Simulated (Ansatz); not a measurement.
# GeH3 (doublet): wave-function methods side by side at a displaced geometry (v2), cc-pVTZ

The task here is to estimate one member of a computed series from the others.

Method: cc-pVTZ, core rule «outside noble gas», up to 14 orbitals frozen; program: Ansatz 0.2.0, Gaussian basis.

The runs, in order: UHF; CCSD(T) on ROHF; CCSD(T) on UHF; BCCD(T) on ROHF; CCSDT(Q) on ROHF; CCSDT(Q) on UHF; CASSCF and MRCISD+Q, 7 electrons in 7 orbitals; CASSCF and NEVPT2, 7 electrons in 7 orbitals.

26 further runs of the same task are left out: 1 for a mislabelled method, 2 for a known fault of the program, 6 that didn't finish, 17 set aside as unsound or not needed.

## The system

The geometry is a PBE0/def2-TZVP stationary point (not a proven minimum) with its atoms shifted at random (size 0.100 Å). No spin-orbit coupling is included. The filled d shell of Ge may be among the frozen orbitals whatever the setting's name suggests; the logs give the count.

4 atoms, charge 0, spin multiplicity 2.

Atoms are counted from 1 here; the program's logs count them from 0.

Bond lengths: Ge1–H2 1.387 Å, Ge1–H3 1.566 Å, Ge1–H4 1.614 Å. Angles: H2–Ge1–H3 112.4°, H2–Ge1–H4 109.3°, H3–Ge1–H4 109.5°.

The first run:

File in.yaml:

```yaml
crystal:
  periodic: [false, false, false]
  atoms:
    - {symbol: Ge, position_ang: [0.003474, 0.001263, -0.019218]}
    - {symbol: H, position_ang: [1.303572, 0.026528, 0.463679]}
    - {symbol: H, position_ang: [-0.833098, 1.238309, 0.451329]}
    - {symbol: H, position_ang: [-0.720855, -1.355833, 0.469977]}
basis:
  gaussian: {orbitals: cc-pVTZ}
magnetization: {spin_polarized: true, initial_magnetization: 1}
hamiltonian: {xc: hf}
output: {orbitals: {seedname: orbitals}}
```

The run is started by

```
$ ansatz run in.yaml --threads 1 --pin off --events-out ev --progress --plain --max-ram 2393MiB
```

Steps of the session up to this table: UHF; CCSD(T) on ROHF; CCSD(T) on UHF; BCCD(T) on ROHF; CCSDT(Q) on ROHF; CCSDT(Q) on UHF; CASSCF and MRCISD+Q, 7 electrons in 7 orbitals; CASSCF and NEVPT2, 7 electrons in 7 orbitals.

One of the session's tables, all rows but one given; the rest of the session is left out.

It belongs to the step «Misses and costs». 

```
          method  from UCCSDT(Q) (kcal/mol)
            ROHF                     +89.60
             UHF                     +88.47
            RMP2                     +18.17
            UMP2                     +17.99
           RCCSD                      +2.64
           UCCSD                      +2.51
        RCCSD(T)                      +0.59
        UCCSD(T)                      +0.48
         BCCD(T)                      +0.58
          RCCSDT                      +0.16
          UCCSDT                          ?
       RCCSDT(Q)                      +0.12
       UCCSDT(Q)                          0
  CASSCF valence                     +61.51
  NEVPT2 valence                     +17.47
  MRCISD valence                      +3.19
MRCISD+Q valence                      +0.39
```

**Question.** Estimate the row for UCCSDT.

As computed: from UCCSDT(Q) (kcal/mol): +0.05. In the column «from UCCSDT(Q) (kcal/mol)» it lies between UCCSDT(Q) (0) and RCCSDT(Q) (+0.12).

Caveats from the session: Restricted and unrestricted rows rest on different reference determinants; where their highest levels disagree by more than a few hundredths of an eV, they describe different states and don't form one ladder.
